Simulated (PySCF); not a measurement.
# C3H8F2Ge: the cost of one run

Programs: PySCF 2.14.0, with density-fitted response routines of our own. Each step states its level of theory. These are calculated values for one molecule in the gas phase, unless marked as measured. Atoms are numbered from 0 throughout.

## 1. The starting structure

14 atoms, charge 0, multiplicity 1; geometry from: GFN2-xTB.

Bonds of the start (Å): F0–C1 1.37, C1–C2 1.53, C2–F3 1.39, C2–C4 1.51, C4–Ge5 1.98, C1–H6 1.09, C1–H7 1.10, C2–H8 1.10, C4–H9 1.09, C4–H10 1.09, Ge5–H11 1.50, Ge5–H12 1.49, Ge5–H13 1.49.

## 2. TDDFT and polarisability: CAM-B3LYP/def2-SVPD

The job: settings as JSON, then the geometry in Å.

```
{"job": {"kind": "uv", "xc": "CAM-B3LYP", "basis": "def2-SVPD", "nstates": 8, "ntriplets": 3}, "charge": 0, "multiplicity": 1}
F      2.441233     0.340874    -1.313693
C      2.033011     0.414420    -0.009296
C      0.517350     0.595626     0.039443
F      0.172707     0.844161     1.362222
C     -0.272667    -0.603972    -0.438472
Ge    -2.120750    -0.448629     0.249928
H      2.336344    -0.515053     0.483700
H      2.541394     1.270071     0.447599
H      0.233869     1.497609    -0.516419
H     -0.239942    -0.647591    -1.525834
H      0.178400    -1.521704    -0.057474
H     -3.003030    -1.440779    -0.438327
H     -2.653253     0.919810    -0.020047
H     -2.165343    -0.705315     1.714505
```

Level: TDDFT CAM-B3LYP/def2-SVPD, vertical, gas phase, core orbitals frozen in the response.

On the command line:

```console
$ OMP_NUM_THREADS=1 python probes_run.py task.json out
```

This one command runs all jobs of the session in turn.

Q: Estimate the wall time and peak memory of this job on 1 thread of Arm Neoverse N1, shared host.

About 97 s, with a peak of 0.94 GiB.
